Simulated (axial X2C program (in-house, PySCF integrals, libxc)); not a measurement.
# All-electron X2C curves of GaS, part 1 of 2

Aim: find the lowest determinant of GaS, scan the bond at several levels and fit the constants, once spin-free and once with spin–orbit coupling.

The runs use an in-house X2C program for linear molecules on PySCF integrals; all-electron X2C, Ga dyall-cv3z, S dyall-av3z.

All values are calculated.

## 1. Input

Contents of task.json:

```json
{"zs": [31, 16], "q": 0, "bas": ["dyall-cv3z", "dyall-av3z"], "levels": ["PBE0", "HF", "TPSSh"], "cc": true, "r0": 2.11, "thr": -1.0, "nmax": 90, "npts": 10, "nst": 2, "ntry": 6}
```

Keys: zs atomic numbers; q charge; bas basis sets; levels methods (HF also brings MP2); cc coupled cluster on or off; r0 starting distance in Å; thr threshold in hartree for freezing inner shells (an s shell follows its p shell); nmax most natural virtual spinors; npts points asked for on the curve; nst determinants followed; ntry starts of the search.

Run with:

```console
python so2c.py task.json out
```

Spin-free means the one-electron spin-free X2C Hamiltonian; two-component (2c) means X2C with spin–orbit coupling and atomic mean-field two-electron Coulomb and Gaunt terms. Basis: Ga dyall-cv3z contracted to [9s9p7d4f1g], S dyall-av3z contracted to [9s8p3d2f]; Gaussian nuclei, density fitting. Masses: Ga 68.926 u, S 31.972 u.

Notation: σ, π±, δ± give the projection m of an orbital's angular momentum (0, ±1, ±2), α and β its spin, Λ and M_S the sums; ω is the projection of a spinor's total angular momentum and Ω the sum. Logs are in hartree.

The results follow Hamiltonian by Hamiltonian and level by level.

## 2. Which state to follow

Determinants are compared with PBE0 at 2.110 Å.

Spin-free determinants:

```
ΔE (eV)             state                                  open shells
   0.00  M_S = 1/2, Λ = 0                     beyond closed shells: σα
   0.57  M_S = 1/2, Λ = 1          beyond closed shells: π+α, π+β, π-α
   3.49  M_S = 3/2, Λ = 2  beyond closed shells: σα, 2 × π+α, π+β, π-α
   3.49  M_S = 3/2, Λ = 0  beyond closed shells: σα, π+α, π+β, 2 × π-α
   3.73  M_S = 1/2, Λ = 2  beyond closed shells: σα, 2 × π+α, π+β, π-β
   4.10  M_S = 1/2, Λ = 2  beyond closed shells: σα, π+α, 2 × π+β, π-α
```

Two-component determinants:

```tsv
ΔE (eV)	state	open shells
0.00	Ω = 1/2	excess of +ω over −ω: ω = 1/2
0.55	Ω = 3/2	excess of +ω over −ω: ω = 3/2
3.50	Ω = 7/2	excess of +ω over −ω: ω = 1/2, 2 × ω = 3/2
3.55	Ω = 3/2	excess of +ω over −ω: ω = 3/2
3.80	Ω = 5/2	excess of +ω over −ω: 2 × ω = 1/2, ω = 3/2
4.03	Ω = 5/2	excess of +ω over −ω: 2 × ω = 1/2, ω = 3/2
4.06	Ω = 1/2	excess of +ω over −ω: 2 × ω = -1/2, ω = 3/2
```

## 3. PBE0, spin-free

State followed: M_S = 1/2, Λ = 0 (beyond closed shells: σα). The scan is laid around 2.077 Å, a first estimate of the minimum, and this SCF restarts from the orbitals of the search.

The SCF at the reference distance of 2.077 Å:

```text
spin-free X2C-1e  PBE0
basis functions 170  fitting functions 942  grid points 5080
iter        total energy     max residual
   1      -2340.889688399     2.61e+00
   2      -2342.829020585     2.97e-02
   3      -2342.810026648     4.54e-02
   4      -2342.843853966     5.86e-03
   5      -2342.844318481     4.78e-03
   6      -2342.844982818     5.82e-04
   7      -2342.844990408     1.94e-04
   8      -2342.844990781     3.70e-05
   9      -2342.844990804     1.41e-05
  10      -2342.844990808     3.48e-06
  11      -2342.844990808     1.04e-06
converged
one-electron -3512.04934629  Coulomb 1144.37531027  exact exchange -24.89145787  xc functional -76.65017415  nuclear repulsion 126.37067723
```

Along the bond, energies from the lowest point:

```csv
R (Å),E (eV),μ (D),HOMO (eV),LUMO (eV),iterations
1.807,0.9225,-2.57,-7.33,-4.11,13
1.890,0.3670,-2.85,-7.44,-4.27,13
1.952,0.1379,-3.04,-7.43,-4.38,13
2.015,0.0258,-3.23,-7.30,-4.46,13
2.077,0.0000,-3.42,-7.17,-4.53,11
2.150,0.0475,-3.63,-7.03,-4.59,13
2.222,0.1510,-3.84,-6.90,-4.61,13
2.316,0.3335,-4.14,-6.74,-4.61,13
2.430,0.5933,-4.55,-6.54,-4.56,13
2.596,0.9891,-5.23,-6.27,-4.41,13
```

Dipoles are positive if S is the positive end.

Outer orbitals at the reference distance:

```json
{"symmetry": "σα", "occupied": "yes", "ε (eV)": "-23.70", "atomic character": "96% Ga d, 3% S s"}
{"symmetry": "σβ", "occupied": "yes", "ε (eV)": "-23.51", "atomic character": "97% Ga d"}
{"symmetry": "δ+α", "occupied": "yes", "ε (eV)": "-23.44", "atomic character": "100% Ga d"}
{"symmetry": "δ-α", "occupied": "yes", "ε (eV)": "-23.44", "atomic character": "100% Ga d"}
{"symmetry": "π+α", "occupied": "yes", "ε (eV)": "-23.42", "atomic character": "100% Ga d"}
{"symmetry": "π-α", "occupied": "yes", "ε (eV)": "-23.42", "atomic character": "100% Ga d"}
{"symmetry": "δ-β", "occupied": "yes", "ε (eV)": "-23.41", "atomic character": "100% Ga d"}
{"symmetry": "δ+β", "occupied": "yes", "ε (eV)": "-23.41", "atomic character": "100% Ga d"}
{"symmetry": "π-β", "occupied": "yes", "ε (eV)": "-23.35", "atomic character": "100% Ga d"}
{"symmetry": "π+β", "occupied": "yes", "ε (eV)": "-23.35", "atomic character": "100% Ga d"}
{"symmetry": "σα", "occupied": "yes", "ε (eV)": "-18.97", "atomic character": "69% S s, 10% Ga p, 9% Ga d"}
{"symmetry": "σβ", "occupied": "yes", "ε (eV)": "-18.31", "atomic character": "70% S s, 10% Ga p, 9% Ga s"}
{"symmetry": "σα", "occupied": "yes", "ε (eV)": "-11.48", "atomic character": "44% S p, 42% Ga s, 8% S s"}
{"symmetry": "σβ", "occupied": "yes", "ε (eV)": "-10.40", "atomic character": "42% S p, 42% Ga s, 9% S s"}
{"symmetry": "σα", "occupied": "yes", "ε (eV)": "-7.64", "atomic character": "37% Ga p, 37% S p, 19% Ga s"}
{"symmetry": "π-α", "occupied": "yes", "ε (eV)": "-7.33", "atomic character": "80% S p, 14% Ga p, 4% Ga d"}
{"symmetry": "π+α", "occupied": "yes", "ε (eV)": "-7.33", "atomic character": "80% S p, 14% Ga p, 4% Ga d"}
{"symmetry": "π-β", "occupied": "yes", "ε (eV)": "-7.17", "atomic character": "80% S p, 13% Ga p, 5% Ga d"}
{"symmetry": "π+β", "occupied": "yes", "ε (eV)": "-7.17", "atomic character": "80% S p, 13% Ga p, 5% Ga d"}
{"symmetry": "σβ", "occupied": "no", "ε (eV)": "-4.53", "atomic character": "36% S p, 36% Ga p, 20% Ga s"}
{"symmetry": "π+α", "occupied": "no", "ε (eV)": "-1.70", "atomic character": "66% Ga p, 12% S d, 11% S p"}
{"symmetry": "π-α", "occupied": "no", "ε (eV)": "-1.70", "atomic character": "66% Ga p, 12% S d, 11% S p"}
{"symmetry": "π-β", "occupied": "no", "ε (eV)": "-1.28", "atomic character": "66% Ga p, 13% S d, 11% S p"}
```

PBE0 fields in the half plane through the axis: z from -2.4 to 4.2 Å across, distance from the axis 0.15 to 2.25 Å upwards; Ga lies at z = 0 and S at z = 2.077 Å; the ELF is damped to zero where the density is low.

log10 density (e/bohr³). Ten even steps from ' ' (-4.46 ) to '@' (1.37 ):
```
      ......::::::::::::::::::::::::......    
  ......::::::::::::--------------::::::....  
  ..::::::------------------====------::::....
....::------========================----::::..
..::::----====++++++====++++++++++++==----::..
::::----====++++**++++++++++******++++==--::::
::::--====++**##%%##**++++**********++==----::
::::--====++**%%@@%%********%%@@##**++====--::
```

ELF. Ten even steps from '0' (0.00 ) to '9' (0.95 ):
```
00000111100112222100000
00023433211234444321000
01467765432345676542100
04788865433457888764200
27999753223568999875310
58998621212478889986410
69998425751376111887420
79997238383272775487420
```

Re = 2.068 Å, ωe = 457 cm⁻¹, ωexe = 2.59 cm⁻¹, Be = 0.1804 cm⁻¹, De = 3.64 eV, μ = -3.39 D.

## 4. HF, spin-free

Output at 2.077 Å:

```text
spin-free X2C-1e  HF
basis functions 170  fitting functions 942  grid points 5080
iter        total energy     max residual
   1      -2340.869190279     1.33e-01
   2      -2340.898038472     8.74e-03
   3      -2340.899269180     7.84e-03
   4      -2340.899822309     1.98e-03
   5      -2340.899928485     7.74e-04
   6      -2340.899952281     2.52e-04
   7      -2340.899955548     1.25e-04
   8      -2340.899957115     8.50e-05
   9      -2340.899958121     4.74e-05
  10      -2340.899958567     1.61e-05
  11      -2340.899958627     1.12e-05
  12      -2340.899958638     6.80e-06
  13      -2340.899958642     4.96e-06
  14      -2340.899958644     2.04e-06
  15      -2340.899958645     4.07e-07
converged
one-electron -3512.35384074  Coulomb 1144.80962633  exact exchange -99.72642147  xc functional 0.00000000  nuclear repulsion 126.37067723
```

Re = 2.100 Å, ωe = 379 cm⁻¹, Be = 0.1751 cm⁻¹, De = 1.93 eV, μ = -4.16 D.

## 5. TPSSh, spin-free

Output at 2.077 Å:

```text
spin-free X2C-1e  TPSSh
basis functions 170  fitting functions 942  grid points 5080
iter        total energy     max residual
   1      -2343.225823812     3.22e-02
   2      -2343.226275196     8.85e-03
   3      -2343.226080048     9.78e-03
   4      -2343.226811685     8.50e-04
   5      -2343.226813710     8.13e-04
   6      -2343.226832361     3.01e-05
   7      -2343.226832436     2.38e-05
   8      -2343.226832468     9.57e-06
   9      -2343.226832474     3.70e-06
  10      -2343.226832475     5.72e-07
converged
one-electron -3511.65732100  Coulomb 1143.95943685  exact exchange -9.95344182  xc functional -91.94618374  nuclear repulsion 126.37067723
```

Re = 2.069 Å, ωe = 456 cm⁻¹, ωexe = 2.52 cm⁻¹, Be = 0.1803 cm⁻¹, De = 3.70 eV, μ = -3.29 D.

## 6. MP2 and beyond, spin-free

Correlated methods: 9 electrons correlated (frozen shells, counted by type: Ga 3 s, 2 p, 1 d; S 2 s, 1 p), 259 virtual spinors in MP2, 89 natural virtuals in coupled cluster.

Output of the correlated part at 2.077 Å:

```text
correlated 9  virtual 259  natural virtual 89  E(MP2) -0.218340264  MP2 remainder -0.005343596
iter   CCSD correlation   residual
   1     -0.224779546   1.24e-01
   2     -0.231625695   5.45e-02
   3     -0.234224424   2.51e-02
   4     -0.234350554   9.72e-03
   5     -0.234455718   4.12e-03
   6     -0.234469457   2.00e-03
   7     -0.234476237   8.03e-04
   8     -0.234478458   2.64e-04
   9     -0.234476458   9.31e-05
  10     -0.234477232   3.67e-05
  11     -0.234477140   1.27e-05
  12     -0.234477343   4.93e-06
  13     -0.234477360   2.20e-06
(T) -0.014053559  T1 0.0368  D1 0.0524  max T2 0.067
```

T1 in the output is the amplitude norm over the root of the electron number; divide by √2 for the Lee–Taylor value.

MP2: Re = 2.050 Å, ωe = 533 cm⁻¹, Be = 0.1837 cm⁻¹, De = 3.65 eV.

CCSD: Re = 2.095 Å, ωe = 441 cm⁻¹, ωexe = 2.63 cm⁻¹, Be = 0.1759 cm⁻¹, De = 3.26 eV. T1 at Re = 0.027 (Lee–Taylor, the printed value over √2).

CCSD(T): Re = 2.091 Å, ωe = 456 cm⁻¹, ωexe = 2.85 cm⁻¹, Be = 0.1764 cm⁻¹, De = 3.49 eV. T1 at Re = 0.027 (Lee–Taylor, the printed value over √2).

## 7. A higher determinant, spin-free

State: M_S = 1/2, Λ = 1 (beyond closed shells: π+α, π+β, π-α).

Output at the reference distance:

```text
spin-free X2C-1e  PBE0
basis functions 170  fitting functions 942  grid points 5080
iter        total energy     max residual
   1      -2340.754928310     2.60e+00
   2      -2342.805679383     2.72e-02
   3      -2342.802517194     4.44e-02
   4      -2342.819122746     3.11e-03
   5      -2342.819602207     1.14e-03
   6      -2342.819622098     3.35e-04
   7      -2342.819624932     9.77e-05
   8      -2342.819625246     1.79e-05
   9      -2342.819625251     2.77e-06
  10      -2342.819625251     7.73e-07
converged
one-electron -3512.55504339  Coulomb 1144.92512701  exact exchange -24.90010486  xc functional -76.66028125  nuclear repulsion 126.37067723
```

| R (Å) | E above the lowest PBE0 point (eV) |
| --- | --- |
| 1.807 | 2.801 |
| 1.890 | 1.841 |
| 1.952 | 1.329 |
| 2.015 | 0.955 |
| 2.077 | 0.690 |
| 2.150 | 0.489 |
| 2.222 | 0.378 |
| 2.316 | 0.332 |
| 2.430 | 0.382 |

No constants are quoted: too few points lie around the minimum for a second fit to confirm the first.

## 8. The spin-free curves together

Energy (eV) of the followed determinant, spin-free, from each level's lowest point:

```csv
R (Å),PBE0,HF,MP2,CCSD,CCSD(T),TPSSh
1.807,0.922,1.004,0.998,n/a,n/a,0.924
1.890,0.367,0.419,0.377,0.474,0.485,0.370
1.952,0.138,0.175,0.122,0.203,0.206,0.140
2.015,0.026,0.047,0.007,0.055,0.055,0.027
2.077,0.000,0.000,0.000,0.000,0.000,0.000
2.150,0.047,0.010,0.085,0.019,0.024,0.046
2.222,0.151,0.065,0.223,0.099,0.111,0.149
2.316,0.333,0.177,0.434,0.256,0.279,0.332
2.430,0.593,0.354,0.706,n/a,n/a,0.593
2.596,0.989,0.654,1.102,n/a,n/a,0.991
```

(Continued in part 2 of 2.)
